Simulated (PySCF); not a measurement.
# InEt2Cl: geometry, NMR shifts and electronic excitations

What NMR shifts and electronic excitations should InEt2Cl (`C[CH2][In]([Cl])[CH2]C`) show?

The runs use PySCF 2.14.0, with density-fitted response routines of our own; the level of theory stands in each step. All values are computed, except where a source is named. Atoms count from 0, in the outputs and in this text.

## Step 1: The starting structure

16 atoms, charge 0, multiplicity 1; geometry from: GFN2-xTB. The atoms were then displaced at random by about 0.03 Å, so the start is not that level's minimum.

Bonds of the start (Å): In0–C1 2.20, In0–C8 2.40, In0–Cl15 2.27, C1–C2 1.49, C1–H3 1.16, C1–H4 1.11, C2–H5 1.14, C2–H6 1.10, C2–H7 1.04, C8–C9 1.54, C8–H10 1.05, C8–H11 1.05, C9–H12 1.17, C9–H13 1.07, C9–H14 1.12.

## Step 2: Geometry optimisation at PBE0-D3(BJ)/def2-SVP

What the job is given:

```
{"job": {"xc": "PBE0", "basis": "def2-SVP", "d3": "d3bj", "grid": 1, "maxiter": 40, "shake": 0.03, "kind": "geom"}, "charge": 0, "multiplicity": 1}
In    -0.246900    -0.656720    -0.041600
C      1.941620    -0.888060    -0.094710
C      2.438930    -1.152020     1.279960
H      2.505750     0.028510    -0.529500
H      2.134240    -1.741360    -0.783170
H      3.567940    -1.288980     1.264250
H      2.331200    -0.310820     1.974770
H      2.085010    -2.021480     1.716750
C     -1.686210     1.258210     0.136100
C     -2.365850     1.489750    -1.227850
H     -1.104580     2.086680     0.415860
H     -2.399060     1.022950     0.873120
H     -3.125520     2.376990    -1.211960
H     -1.673320     1.728420    -2.013050
H     -2.946960     0.591430    -1.569280
Cl    -1.490640    -2.557430    -0.123260
```

Started as:

```bash
$ OMP_NUM_THREADS=1 python probes_run.py task.json out
```

This one command runs all jobs of the session in turn.

**Question.** This job is followed by: GIAO PBE0/pcSseg-1 In:def2-TZVP NMR shielding, non-relativistic, gas phase; TDDFT CAM-B3LYP/def2-SVPD, vertical, gas phase, core orbitals frozen in the response; GIAO KT2/pcSseg-1 In:def2-TZVP NMR shielding, non-relativistic, gas phase. What will the session give for the following? point group; rotational constants (main isotopes); ¹³C shifts against TMS (PBE0/def2-TZVP+pcSseg-1, means over atoms taken as alike); ¹H shifts against TMS (PBE0/def2-TZVP+pcSseg-1, means over atoms taken as alike); ³⁵Cl shifts against HCl (PBE0/def2-TZVP+pcSseg-1); surface potential, 1st and 99th percentile; lowest singlet (CAM-B3LYP/def2-SVPD); brightest single state of those computed; lowest triplet; vertical ionisation energy (ΔSCF); vertical electron affinity (ΔSCF); range of the shift of Cl15.

As calculated:

| quantity | value |
| --- | --- |
| point group | C1 |
| rotational constants (main isotopes) | 2.44, 1.19, 0.83 GHz |
| ¹³C shifts against TMS (PBE0/def2-TZVP+pcSseg-1, means over atoms taken as alike) | 17.0, 12.1 ppm |
| ¹H shifts against TMS (PBE0/def2-TZVP+pcSseg-1, means over atoms taken as alike) | 1.48, 1.01 ppm |
| ³⁵Cl shifts against HCl (PBE0/def2-TZVP+pcSseg-1) | 26 ppm |
| surface potential, 1st and 99th percentile | -1.24 V and 2.55 V |
| lowest singlet (CAM-B3LYP/def2-SVPD) | 4.69 eV (264 nm), f = 0.000 |
| brightest single state of those computed | state 3, 5.91 eV, f = 0.330 |
| lowest triplet | 4.46 eV |
| vertical ionisation energy (ΔSCF) | 9.11 eV |
| vertical electron affinity (ΔSCF) | -0.18 eV (unbound: the value hangs on the basis) |
| range of the shift of Cl15 | 26 to 81 ppm |

In words: The start was shaken at random, so part of the energy gained undoes that. The optimisation took 29 steps and gained 0.808 eV; among the close pairs (by a distance rule), In0–C8 changed most, from 2.402 to 2.164 Å. No frequency check was run at this level, so the end point may be a saddle. At PBE0/def2-TZVP+pcSseg-1: The widest tensor belongs to Cl15: span 610 ppm, with a paramagnetic part of -234 ppm. By nearest atom (PBE0/def2-TZVP+pcSseg-1), the HOMO sits on C1, C8 about 22 % each; In0 12 % and the LUMO on In0 55 %; H4, H11 about 8 % each. The lowest singlet, at 4.69 eV, is HOMO→LUMO 0.98 and is dark; of the 10 states computed, the strongest absorption comes from state 3 at 5.91 eV. The lowest triplet lies 0.23 eV below the lowest singlet (triplets in Tamm-Dancoff, singlets in full TDDFT). Spin-orbit coupling, left out, mixes singlets and triplets in elements this heavy. ΔSCF puts the ionisation energy at 9.11 eV, 0.65 eV above −ε(HOMO). Across the 2 runs the shift of Cl15 moves most, between 26 (PBE0/def2-TZVP+pcSseg-1) and 81 ppm (KT2/def2-TZVP+pcSseg-1). Spin-orbit coupling is left out, which matters for shieldings and couplings at and beside the heavy atoms.
